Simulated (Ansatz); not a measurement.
**Ta4C3: properties at the relaxed cell**

An exercise on one series of results from a longer session: the logs are not shown, and one member is left open.

Method: DFT PBEsol, scalar-relativistic, plane waves, PAW, in Ansatz 0.2.0.

1 further run of the same task is left out (set aside as unsound or not needed). Runs told in other sessions of the task aren't counted.

### Starting point

The structure is trigonal, space group R3m (No. 160). The conventional cell has a = 3.103 Å, b = 3.103 Å, c = 30.494 Å, α = 90.00°, β = 90.00°, γ = 120.00°. Ta (site symmetry 3m) has 6 C at 2.24 to 2.25 Å in its first shell of neighbours. Ta (site symmetry 3m) has 3 C at 2.14 Å in its first shell of neighbours. Ta (site symmetry 3m) is surrounded by 3 C at 2.17 Å. Ta (site symmetry 3m) is surrounded by 6 C at 2.19 to 2.22 Å. C (site symmetry 3m) is surrounded by 6 Ta at 2.17 to 2.19 Å. C (site symmetry 3m) is surrounded by 6 Ta at 2.14 to 2.24 Å. Around C (site symmetry 3m) lie 6 Ta at 2.22 to 2.25 Å.

Structure file:

```
Ta C
1.0
     1.55164    0.89584   10.16451
    -1.55164    0.89584   10.16451
     0.00000   -1.79168   10.16451
Ta C
4 3
Direct
  0.37337 0.37337 0.37337
  0.62446 0.62446 0.62446
  0.20962 0.20962 0.20962
  0.79440 0.79440 0.79440
  0.50259 0.50259 0.50259
  0.99602 0.99602 0.99602
  0.08454 0.08454 0.08454
```

It goes back to an entry of the Materials Project, which need not be the stable form.

This cell was relaxed beforehand with the same method: volume 12.11 Å³/atom, gap on the mesh none (metal).

Set-up of the first run:

Input file input.yaml:

```yaml
crystal:
  lattice:
    - [1.5359625563, 0.8867883954, 10.0618321589]
    - [-1.5359625563, 0.8867883954, 10.0618321589]
    - [0.0, -1.7735767907, 10.0618321589]
  atoms:
    - { symbol: Ta, position: [0.3733722056, 0.3733722056, 0.3733722056] }
    - { symbol: Ta, position: [0.6244616006, 0.6244616006, 0.6244616006] }
    - { symbol: Ta, position: [0.2096180976, 0.2096180976, 0.2096180976] }
    - { symbol: Ta, position: [0.794397437, 0.794397437, 0.794397437] }
    - { symbol: C, position: [0.5025935052, 0.5025935052, 0.5025935052] }
    - { symbol: C, position: [0.9960170751, 0.9960170751, 0.9960170751] }
    - { symbol: C, position: [0.0845400888, 0.0845400888, 0.0845400888] }
basis:
  ecutwfc: 420
kpoints:
  mp_grid: { grid: [12, 12, 12] }
hamiltonian:
  xc: pbesol
scf:
  occupations: { method: gaussian, width: 0.1 }
output:
  forces: true
  stress: true
  eigenvalues: true
relax:
  adjacent_minimum: "off"
  f_tol: 0.01
  max_steps: 30
  cell: { stress_tol: 0.1, fix: [volume] }
```

The run is started by

```sh
> ansatz run input.yaml --threads 2 --pin off --max-ram 5120MiB --backend cpu --events-out ev --progress --plain --runs-dir out
```

Steps of the session up to this table: Volume × 0.97; The cell scaled to 1.03 of its volume; Point at V/V0 = 0.94; Point at V/V0 = 1.06; Point at V/V0 = 0.91; Volume × 1.10; Point at V/V0 = 0.88.

One of the session's tables, all rows but one given; the rest of the session is left out.

It belongs to the step «Energy against volume». 

```
volume (Å³/atom)  energy above the lowest point (meV/atom)  pressure (GPa)
          10.657                                     204.1           50.16
          11.020                                     108.4           34.56
          11.384                                      45.5           21.18
          11.747                                         ?               ?
          12.110                                       0.0           -0.04
          12.474                                       9.7           -8.35
          12.837                                      36.9          -15.41
          13.321                                      95.5          -23.09
```

Estimate the missing values for volume (Å³/atom) = 11.747.

Worked estimate for «energy above the lowest point (meV/atom)». A straight line through the neighbours (11.384, 45.5) and (12.110, 0.0) gives 45.5 + (0.0 − 45.5) × (11.747 − 11.384) / (12.110 − 11.384) = 22.8; a parabola fitted to 4 rows on both sides gives 10.7.

As computed: energy above the lowest point (meV/atom): 10.7; pressure (GPa): 9.74. In «energy above the lowest point (meV/atom)» the line misses by +12.1 and the parabola by 0.0.
